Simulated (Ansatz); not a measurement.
**CH₇GeNO: a ladder of functionals and wavefunction methods**

One table from this session's results is given with a row withheld; the runs are named, their logs left out.

Program: Ansatz 0.2.0, Gaussian basis. Level of theory: functionals in def2-TZVPP, the program's frozen cores in correlated methods. These are calculated values, not measurements.

Plan: LDA (SPW92), PBE-D4, revPBE-D4, BLYP-D4, r2SCAN-D4, B97M-V, PBE0-D4, B3LYP-D4, r2SCANh-D4, r2SCAN0-D4, HSE06-D4, BHLYP-D4, CAM-B3LYP-D4, LC-ωPBE, ωB97X-V, ωB97M-V, B2PLYP, PBE-QIDH; CCSD(T)/def2-SVP; CCSD(T)/def2-TZVPP; MP2/def2-QZVPP; extrapolation to the limit; RPA on PBE.

### Structure used throughout

An earlier PBE0-D4 in a triple-zeta def2 set relaxation fixed the geometry.

SMILES `[CH3][GeH]([NH2])[OH]`, 11 atoms, charge 0, spin multiplicity 1.

Atoms are counted from 1 here; the program's logs count them from 0.

Bond lengths: C1–Ge2 1.942 Å, C1–H5 1.091 Å, C1–H6 1.092 Å, C1–H7 1.091 Å, Ge2–N3 1.835 Å, Ge2–O4 1.782 Å, Ge2–H8 1.541 Å, N3–H9 1.010 Å, N3–H10 1.010 Å, O4–H11 0.961 Å. Angles: Ge2–C1–H5 109.8°, Ge2–C1–H6 110.9°, Ge2–C1–H7 109.9°, H5–C1–H6 108.6°, H5–C1–H7 108.7°, H6–C1–H7 108.9°, C1–Ge2–N3 107.4°, C1–Ge2–O4 111.6°, C1–Ge2–H8 113.5°, N3–Ge2–O4 106.0°, N3–Ge2–H8 115.3°, O4–Ge2–H8 102.9°, Ge2–N3–H9 115.4°, Ge2–N3–H10 116.2°, H9–N3–H10 109.2°, Ge2–O4–H11 110.4°.

Coordinates:

```
C    -0.9773    0.9440   -0.7279
Ge   -0.2065   -0.5205    0.2885
N     1.3948    0.0659    0.9675
O     0.1840   -1.9101   -0.7570
H    -1.8380    0.5873   -1.2948
H    -1.3051    1.7479   -0.0659
H    -0.2384    1.3410   -1.4260
H    -1.1762   -1.1284    1.3209
H     1.4346    1.0481    1.1980
H     1.7783   -0.4707    1.7319
H     1.0155   -1.7615   -1.2146
```

The first run:

File in.yaml:

```yaml
crystal:
  periodic: [false, false, false]
  atoms:
    - {symbol: C, position_ang: [-0.977322, 0.943975, -0.727887]}
    - {symbol: Ge, position_ang: [-0.206496, -0.520481, 0.288549]}
    - {symbol: N, position_ang: [1.394752, 0.065860, 0.967451]}
    - {symbol: O, position_ang: [0.184031, -1.910113, -0.757002]}
    - {symbol: H, position_ang: [-1.838026, 0.587301, -1.294780]}
    - {symbol: H, position_ang: [-1.305141, 1.747895, -0.065917]}
    - {symbol: H, position_ang: [-0.238403, 1.341035, -1.425966]}
    - {symbol: H, position_ang: [-1.176232, -1.128393, 1.320906]}
    - {symbol: H, position_ang: [1.434575, 1.048076, 1.198023]}
    - {symbol: H, position_ang: [1.778257, -0.470683, 1.731926]}
    - {symbol: H, position_ang: [1.015504, -1.761474, -1.214605]}
basis:
  gaussian: {orbitals: def2-TZVPP}
hamiltonian: {xc: lda}
output: {orbitals: {seedname: orbitals}}
```

Run with:

```bash
ansatz run in.yaml --threads 4 --pin off --events-out ev --progress --plain --max-ram 10444MiB
```

Steps of the session up to this table: LDA; PBE-D4 (GGA); revPBE-D4 (GGA); BLYP-D4 (GGA); r2SCAN-D4 (meta-GGA); B97M-V (meta-GGA); B3LYP-D4 (hybrid); r2SCANh-D4 (hybrid); r2SCAN0-D4 (hybrid); HSE06-D4 (hybrid); BHLYP-D4 (hybrid); CAM-B3LYP-D4 (range-separated); LC-ωPBE (range-separated); ωB97X-V (range-separated); ωB97M-V (range-separated); B2PLYP (double hybrid); PBE-QIDH (double hybrid).

One table of the session follows, with a row left open; its other results are not shown here.

It belongs to the step «Orbital energies across the functionals». 

| functional | HOMO (eV) | LUMO (eV) | gap (eV) |
| --- | --- | --- | --- |
| LDA (SPW92) | -6.14 | -0.22 | 5.92 |
| PBE-D4 | -5.99 | -0.09 | 5.90 |
| revPBE-D4 | -5.93 | -0.02 | 5.91 |
| BLYP-D4 | -5.87 | -0.13 | 5.74 |
| r2SCAN-D4 | -6.31 | 0.58 | 6.88 |
| B97M-V | -6.41 | 0.10 | 6.50 |
| PBE0-D4 | -7.45 | 0.75 | 8.20 |
| B3LYP-D4 | -7.21 | 0.38 | 7.59 |
| r2SCANh-D4 | -6.85 | 0.84 | 7.69 |
| r2SCAN0-D4 | -7.68 | 1.20 | 8.88 |
| HSE06-D4 | -7.04 | 0.38 | 7.42 |
| BHLYP-D4 | -8.83 | 1.35 | 10.18 |
| CAM-B3LYP-D4 | ? | ? | ? |
| LC-ωPBE | -10.31 | 2.85 | 13.16 |
| ωB97X-V | -9.94 | 2.62 | 12.55 |
| ωB97M-V | -9.83 | 2.17 | 12.01 |

Q: Estimate the row for CAM-B3LYP-D4 from the others.

As computed: HOMO (eV): -8.90; LUMO (eV): 1.51; gap (eV): 10.41. In the column «HOMO (eV)» it lies between ωB97M-V (-9.83) and BHLYP-D4 (-8.83).
